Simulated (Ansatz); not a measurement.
# AsF3 (arsenic trifluoride) at 6 levels

Wanted: a comparison of 6 runs (UHF/STO-3G, BHLYP/STO-3G, CAM-B3LYP/STO-3G, UPBE0/STO-3G, wB97M-V/STO-3G, CCSD(T)/STO-3G) of AsF3 (arsenic trifluoride). 

Program for the calculation: Ansatz 0.2.0.

37 further runs of the same task are left out: 10 that didn't finish, 27 set aside as unsound or not needed.

### Step 1. The structure to begin with

AsF3 has 4 atoms, charge 0, and is taken as a singlet. SMILES: `F[As](F)F`. The F4–As2 distance was set to 2.573 Å, away from the relaxed value. At this shape a bond of the SMILES string is far longer than usual.

Bond lengths: F1–As2 1.715 Å, As2–F3 1.715 Å. Angles: F1–As2–F3 95.9°.

### Step 2. A single-point energy at UHF/STO-3G (run 1)

Input file job.yaml:

```yaml
crystal:
  periodic: [false, false, false]
  atoms:
    - symbol: F
      position_ang: [-0.528768, -0.296849, 1.861996]
    - symbol: As
      position_ang: [-0.544848, -1.149679, 0.373716]
    - symbol: F
      position_ang: [1.121072, -1.558369, 0.386606]
    - symbol: F
      position_ang: [-0.296160, 0.927580, -1.124280]
basis:
  gaussian: {orbitals: STO-3G}
magnetization: {spin_polarized: true, initial_magnetization: 0}
hamiltonian: {xc: hf}
accuracy: high
```

Run with:

```
ansatz run job.yaml --threads 1 --pin off --max-ram 3480MiB --events-out events.jsonl --progress --plain --runs-dir runs
```

The program printed:

```text
Warning: RAYON_NUM_THREADS=1 ignored (pool sized by the plan → 1); use --threads N
Functional definition: HF
  name "HF"
  exchange = exact_x
  correlation = 0
527 factors; integrals over basis functions are off by at most 3.2e-8 eV
mean field evaluation 1: about -68107.5023 eV, gradient 1.8e1 eV
mean field evaluation 2: about -68107.5975 eV, gradient 1.8e1 eV
mean field evaluation 4: about -68115.5508 eV, gradient 2.8e0 eV
mean field evaluation 8: about -68115.6770 eV, gradient 5.7e-4 eV
mean field evaluation 16: about -68116.3996 eV, gradient 4.5e0 eV
mean field evaluation 32: about -68118.8711 eV, gradient 6.7e-8 eV
mean field evaluation 64: about -68118.6692 eV, gradient 4.4e-1 eV
mean field evaluation 96: about -68118.8607 eV, gradient 6.6e-1 eV
mean field evaluation 128: about -68109.1367 eV, gradient 3.1e0 eV
mean field evaluation 160: about -68115.6631 eV, gradient 7.9e-3 eV
mean field -68118.87106096 eV, -2503.3223388611 hartree, gradient 1.4e-8 eV, S^2 0.927049; 7 other end points of the search recorded, 0 dependent functions left out
reference -68118.87106096 eV, -2503.3223388611 hartree; 30, 30 occupied and 3, 3 virtual orbitals, 527 factors
Total energy: -68118.87106096 eV, -2503.3223388611 hartree
```

Run time: 1.3 s. Hardware: 1 thread of Arm Neoverse V2, shared host; peak memory 0.097 GiB.

### Step 3. The energy at BHLYP/STO-3G (run 2)

Input file molecule.yaml:

```yaml
crystal:
  periodic: [false, false, false]
  atoms:
    - {symbol: F, position_ang: [-0.528768, -0.296849, 1.861996]}
    - {symbol: As, position_ang: [-0.544848, -1.149679, 0.373716]}
    - {symbol: F, position_ang: [1.121072, -1.558369, 0.386606]}
    - {symbol: F, position_ang: [-0.296160, 0.927580, -1.124280]}
basis:
  gaussian:
    orbitals: STO-3G
accuracy: high
hamiltonian:
  xc: {name: BHLYP}
```

Run with:

```
ansatz run molecule.yaml --threads 1 --pin off --max-ram 3480MiB --events-out events.jsonl --progress --plain --runs-dir runs
```

The program printed:

```text
Warning: RAYON_NUM_THREADS=1 ignored (pool sized by the plan → 1); use --threads N
Functional definition: BHLYP
  name "BHLYP"
  parameter a = 0.5
  exchange = (1 - a)*b88_x + a*exact_x
  correlation = lyp_c
527 factors; integrals over basis functions are off by at most 3.2e-8 eV
mean field evaluation 1: about -68173.3875 eV, gradient 2.7e1 eV
mean field evaluation 2: about -67870.1367 eV, gradient 1.5e2 eV
mean field evaluation 4: about -68181.3343 eV, gradient 6.9e0 eV
mean field evaluation 8: about -68181.6042 eV, gradient 2.0e-1 eV
mean field evaluation 16: about -68181.6514 eV, gradient 1.3e-3 eV
mean field -68181.65135066 eV, -2505.6294719537 hartree, gradient 4.8e-8 eV, S^2 0.000000; 0 other end points of the search recorded, 0 dependent functions left out
reference -68181.65136477 eV, -2505.6294724720 hartree; 30, 30 occupied and 3, 3 virtual orbitals, 527 factors
Total energy: -68181.65136477 eV, -2505.6294724720 hartree
```

It took 1.7 s on 1 thread of Arm Neoverse V2, shared host; peak memory 0.11 GiB.

Run 3 isn't shown in full; the table further down has it.

### Step 4. The energy at UPBE0/STO-3G (run 4)

Input file in.yaml:

```yaml
crystal:
  periodic: [false, false, false]
  atoms:
    - {symbol: F, position_ang: [-0.528768, -0.296849, 1.861996]}
    - {symbol: As, position_ang: [-0.544848, -1.149679, 0.373716]}
    - {symbol: F, position_ang: [1.121072, -1.558369, 0.386606]}
    - {symbol: F, position_ang: [-0.296160, 0.927580, -1.124280]}
basis:
  gaussian:
    orbitals: STO-3G
hamiltonian:
  xc: pbe0
magnetization:
  spin_polarized: true
  initial_magnetization: 0
accuracy: high
```

Run with:

```
ansatz run in.yaml --threads 1 --pin off --max-ram 3480MiB --events-out events.jsonl --progress --plain --runs-dir runs
```

The program printed:

```text
Warning: RAYON_NUM_THREADS=1 ignored (pool sized by the plan → 1); use --threads N
Functional definition: PBE0
  name "PBE0"
  parameter a = 0.25
  parameter kappa = 0.804
  parameter beta = 0.06672455060314922
  exchange = (1 - a)*pbe_x(kappa = kappa, mu = beta*pi^2/3) + a*exact_x
  correlation = pbe_c(beta = beta)
527 factors; integrals over basis functions are off by at most 3.2e-8 eV
mean field evaluation 1: about -68162.0174 eV, gradient 1.8e1 eV
mean field evaluation 2: about -67838.0361 eV, gradient 6.1e1 eV
mean field evaluation 4: about -68162.5011 eV, gradient 1.6e1 eV
mean field evaluation 8: about -68162.8853 eV, gradient 1.6e1 eV
mean field evaluation 16: about -68169.5882 eV, gradient 8.4e-7 eV
mean field evaluation 32: about -68169.9844 eV, gradient 1.0e-8 eV
mean field -68169.98438919 eV, -2505.2007190276 hartree, gradient 2.9e-8 eV, S^2 0.621649; 9 other end points of the search recorded, 0 dependent functions left out
reference -68169.98439007 eV, -2505.2007190599 hartree; 30, 30 occupied and 3, 3 virtual orbitals, 527 factors
Total energy: -68169.98439007 eV, -2505.2007190599 hartree
```

It took 7.5 s on 1 thread of Arm Neoverse V2, shared host; peak memory 0.17 GiB.

Run 5 isn't shown in full; the table further down has it.

### Step 5. The energy at CCSD(T)/STO-3G (run 6)

Input file in.yaml:

```yaml
crystal:
  periodic: [false, false, false]
  atoms:
    - symbol: F
      position_ang: [-0.528768, -0.296849, 1.861996]
    - symbol: As
      position_ang: [-0.544848, -1.149679, 0.373716]
    - symbol: F
      position_ang: [1.121072, -1.558369, 0.386606]
    - symbol: F
      position_ang: [-0.296160, 0.927580, -1.124280]
basis:
  gaussian: {orbitals: STO-3G}
correlation: {method: ccsd_t, frozen_orbitals: {As: 9, F: 1}}
accuracy: high
scf: {omitted_lower_state_checks: [cluster_reference, increment]}
```

Run with:

```
ansatz run in.yaml --threads 1 --pin off --max-ram 3480MiB --events-out events.jsonl --progress --plain --runs-dir runs
```

The program printed:

```text
Warning: RAYON_NUM_THREADS=1 ignored (pool sized by the plan → 1); use --threads N
[... 11 lines left out ...]
12 core orbitals not correlated: weight in the atoms' cores, before any rotation towards them, 1.000 or more for the frozen orbitals, at most 0.000 for the correlated occupied ones
[... 39 lines left out ...]
WARN: these amplitudes may be one of several solutions (largest doubles amplitude 0.54, level shift 7.67 eV)
Total energy: -68121.52473710 eV, -2503.4198596607 hartree
Checks for a lower state left out: cluster_reference, increment
```

It took 0.62 s on 1 thread of Arm Neoverse V2, shared host.

### Step 6. The series

| run | level | frozen core orbitals | energy (Eh) | wall time |
| --- | --- | --- | --- | --- |
| 1 | UHF/STO-3G | – | -2503.322339 | 1.3 s |
| 2 | BHLYP/STO-3G | – | -2505.629472 | 1.7 s |
| 3 | CAM-B3LYP/STO-3G | – | -2505.566235 | 2.1 s |
| 4 | UPBE0/STO-3G | – | -2505.200719 | 7.5 s |
| 5 | wB97M-V/STO-3G | – | -2505.725207 | 26 s |
| 6 | CCSD(T)/STO-3G | 12 | -2503.419860 | 0.62 s |

### Step 7. Summary of results

| quantity | value |
| --- | --- |
| run 6: total energy | -2503.41986 Eh |
| run 6: correlation energy (12 core orbitals frozen) | -215.4 mEh |
| run 6: (T) correction | -11.26 mEh |
| run 6: T1 diagnostic | 0.020 |

**Reading.** Totals of different functionals can't be ranked against each other. In run 6 the log says that unrestricted orbitals would lower the reference, so the values rest on an unstable closed-shell determinant (other closed-shell runs at this shape may share the fault). In runs 1, 2, 3, 4, 5, 6 the basis is minimal, so the values are rough. Spin contamination of the reference: run 1 ⟨S²⟩ = 0.93, run 4 ⟨S²⟩ = 0.62. Where it is this large, the reference is a mixture of spin states, and values that rest on it are in doubt. All runs together took 39 s, the longest 26 s.
